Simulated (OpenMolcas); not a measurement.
**Tc⁴⁺ among point charges: CASSCF and CASPT2 levels and susceptibility**

How does a field of 4 point charges split the states of Tc⁴⁺, and what χT follows?

Program: OpenMolcas 26.06. Level of theory: state-averaged CASSCF and CASPT2, spin-orbit coupling by RASSI with atomic mean-field integrals. These are calculated values, not measurements, unless marked.

### Step 1. The atom as given

```
Species                           : Tc⁴⁺ (technetium, Z = 43, 39 electrons)
Basis                             : ANO-RCC-VDZP [6s5p3d1f], 43 functions
Scalar Hamiltonian                : DKH2, point nucleus
Inactive shells                   : 1s 2s 2p 3s 3p 3d 4s 4p
Active space                      : 3 electrons in 5 orbitals (4d)
Some configurations of this space : 4d³
Orbitals                          : optimised for each spin and parity, averaged over all roots
```

Outer shells as boxes (Hund's rule):

4d3
```
4d [↑ ][↑ ][↑ ][  ][  ]
```

The ion sits among 4 point charges of -2 e arranged as a tetrahedron (Td), 2.11 Å from the ion.

The work runs as a chain of OpenMolcas steps in one folder; each step below is one input file. Labels, J, g values, rates, χT and fits are worked out afterwards by a script from the matrices that RASSI stores.

### Step 2. One- and two-electron integrals

File a.inp:

```
&GATEWAY
Coord
1

Tc 0.0 0.0 0.0
Basis=ANO-RCC-VDZP
Group=NoSym
NoMove
AngMom=0.0 0.0 0.0
AMFI
XField
4 Angstrom 0
1.218209 1.218209 1.218209 -2.000000
1.218209 -1.218209 -1.218209 -2.000000
-1.218209 1.218209 -1.218209 -2.000000
-1.218209 -1.218209 1.218209 -2.000000
&SEWARD
```

The run is started by

```
$ OMP_NUM_THREADS=1 MOLCAS_MEM=1689 MOLCAS_PROJECT=a pymolcas a.inp > a.log
```

### Step 3. Reference wave functions, quartets, 10 roots

File a.inp:

```
&RASSCF
FileOrb=start.orb
Symmetry=1
Spin=4
nActEl=3 0 0
Inactive=18
Ras2=5
CIRoot=10 10 1
SDav=10
CIMx=300
Iter=120 100
PrWF=0.3
OrbListing=Nothing
MaxOrb=0
>>> COPY $Project.JobIph JOB001
```

start.orb holds the contracted functions of the basis, ordered by shell, or the orbitals of the step before.

### Step 4. CASSCF: doublets, 40 roots

File a.inp:

```
&RASSCF
FileOrb=start.orb
Symmetry=1
Spin=2
nActEl=3 0 0
Inactive=18
Ras2=5
CIRoot=40 40 1
SDav=40
CIMx=300
Iter=120 100
PrWF=0.3
OrbListing=Nothing
MaxOrb=0
>>> COPY $Project.JobIph JOB002
```

### Step 5. State interaction with spin-orbit coupling

File a.inp:

```
&RASSI
NrOfJobIphs=2 10 40
1 2 3 4 5 6 7 8 9 10
1 2 3 4 5 6 7 8 9 10 11 12 13 14 15 16 17 18 19 20 21 22 23 24 25 26 27
28 29 30 31 32 33 34 35 36 37 38 39 40
IphNames
JOB001
JOB002
EJob
SpinOrbit
DIPRint=1.0
SOCoupling=1000.0
Subsets=2
Property=9
'ANGMOM' 1 'ANGMOM' 2 'ANGMOM' 3 'MLTPL  1' 1 'MLTPL  1' 2 'MLTPL  1' 3
'AMFI' 1 'AMFI' 2 'AMFI' 3
SOProperty=3
'ANGMOM' 1 'ANGMOM' 2 'ANGMOM' 3
```

### Step 6. CASPT2: IPEA 0.25, imaginary shift 0.1 (closed shells correlated: 4s 4p)

File a.inp:

```
>>> COPY JOB001 $Project.JobIph
&CASPT2
Multistate=10 1 2 3 4 5 6 7 8 9 10
NoMult
Frozen=14
IPEA=0.25
Imaginary=0.1
MaxIter=60
WThr=0.0 0.3 0.05
PrWF=0.5
NoMix
>>> COPY JOB002 $Project.JobIph
&CASPT2
Multistate=40 1 2 3 4 5 6 7 8 9 10 11 12 13 14 15 16 17 18 19 20 21 22
23 24 25 26 27 28 29 30 31 32 33 34 35 36 37 38 39 40
NoMult
Frozen=14
IPEA=0.25
Imaginary=0.1
MaxIter=60
WThr=0.0 0.3 0.05
PrWF=0.5
NoMix
```

(Steps that only read results are left out.)

Before running it: what results should come out? Wanted: spin-free ground state; first state of the same spin within the active space; lowest level; next level.

**Answer**, as computed:

```
                                            quantity                                                                        value
                                              method  SS-CASPT2, IPEA 0.25, imaginary shift 0.1 (closed shells correlated: 4s 4p)
                              spin-free ground state                                              4T1, 3-fold in its orbital part
first state of the same spin within the active space                                                             4T2 at 2230 cm⁻¹
                                        lowest level                                                                    4-fold Γ8
                                          next level                                                                   612.3 cm⁻¹
                                         χT at 300 K                                                               0.30 cm³ K/mol
                           effective moment at 300 K                                                                      1.56 μB
```

Cost by method:

| method | time of its own steps | time with the reference |
| --- | --- | --- |
| A. CASSCF | 11 s | 11 s |
| B. SS-CASPT2, IPEA 0.25, imaginary shift 0.1, +4s 4p | 4.9 s | 16 s |

Times are of one thread on a shared host.

In words: The spin-free ground state (4T1) comes to 100 % from free-ion F terms and keeps the highest spin of the shell. χT at 300 K is 0.30, against 1.88 cm³ K/mol for the spin alone, so spin-orbit coupling lowers it. A ligand-field fit to the states below 45000 cm-1 gives 10Dq = -2604 cm-1, B = 765 cm-1 and C = 3406 cm-1 (C/B = 4.45), with a deviation of 347 cm-1. CASPT2 does not keep the components of a term degenerate, and the means are used. The field of point charges can differ much from that of real complexes. Point charges carry no covalency, so the field is a model and not that of real ligands.
